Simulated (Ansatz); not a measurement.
# CH₅AlO₂: basis-set convergence

The task here is to estimate one member of a computed series from the others.

Method: one geometry, several basis sets; program: Ansatz 0.2.0, Gaussian basis.

Levels to be run: PBE0-D4/def2-SVP; ωB97M-V/def2-SVP; PBE0-D4/def2-QZVPP; ωB97M-V/def2-QZVPP; the functionals' def2-TZVPP values are taken from earlier runs.

## The relaxed structure

All runs share one geometry, relaxed beforehand with PBE0-D4 in a triple-zeta def2 set.

9 atoms, charge 0, spin multiplicity 1.

Atoms are counted from 1 here; the program's logs count them from 0.

Bond lengths: O1–C2 1.522 Å, O1–Al3 1.972 Å, O1–H5 0.961 Å, C2–Al3 1.932 Å, C2–H6 1.087 Å, C2–H7 1.089 Å, Al3–O4 1.702 Å, Al3–H8 1.585 Å, O4–H9 0.955 Å. Angles: C2–O1–Al3 65.7°, C2–O1–H5 111.4°, Al3–O1–H5 123.0°, O1–C2–Al3 68.4°, O1–C2–H6 106.8°, O1–C2–H7 109.6°, Al3–C2–H6 125.6°, Al3–C2–H7 121.9°, H6–C2–H7 110.8°, O1–Al3–C2 45.9°, O1–Al3–O4 113.3°, O1–Al3–H8 108.7°, C2–Al3–O4 118.9°, C2–Al3–H8 119.5°, O4–Al3–H8 121.5°, Al3–O4–H9 122.3°.

The first run:

Contents of in.yaml:

```yaml
crystal:
  periodic: [false, false, false]
  atoms:
    - {symbol: O, position_ang: [-0.624475, 0.530097, -0.955541]}
    - {symbol: C, position_ang: [0.882969, 0.417340, -0.777979]}
    - {symbol: Al, position_ang: [-0.068250, -0.535277, 0.608058]}
    - {symbol: O, position_ang: [-0.358969, 0.245367, 2.092746]}
    - {symbol: H, position_ang: [-0.909754, 0.134941, -1.783481]}
    - {symbol: H, position_ang: [1.266098, 1.431632, -0.699484]}
    - {symbol: H, position_ang: [1.314198, -0.094318, -1.636751]}
    - {symbol: H, position_ang: [-0.491267, -2.044300, 0.370089]}
    - {symbol: H, position_ang: [-0.922148, -0.131880, 2.765243]}
basis:
  gaussian: {orbitals: def2-SVP}
hamiltonian: {xc: pbe0, dispersion: d4}
output: {orbitals: {seedname: orbitals}}
```

Started as:

```sh
$ ansatz run in.yaml --threads 2 --pin off --events-out ev --progress --plain --max-ram 4352MiB
```

Steps of the session up to this table: PBE0-D4 in def2-SVP; ωB97M-V in def2-SVP; PBE0-D4 in def2-QZVPP; ωB97M-V in def2-QZVPP.

One table of the session follows, with a row left open; its other results are not shown here.

It belongs to the step «Density functionals: the series». 

```
functional       basis  HOMO (eV)  LUMO (eV)
   PBE0-D4    def2-SVP      -7.28       0.61
   PBE0-D4  def2-TZVPP      -7.38       0.11
   PBE0-D4  def2-QZVPP      -7.41      -0.22
   ωB97M-V    def2-SVP      -9.56       2.33
   ωB97M-V  def2-TZVPP      -9.69       1.64
   ωB97M-V  def2-QZVPP          ?          ?
```

**Question.** Estimate the row for ωB97M-V, def2-QZVPP.

The run gave: HOMO (eV): -9.73; LUMO (eV): 0.93. In the column «HOMO (eV)» it is the lowest.
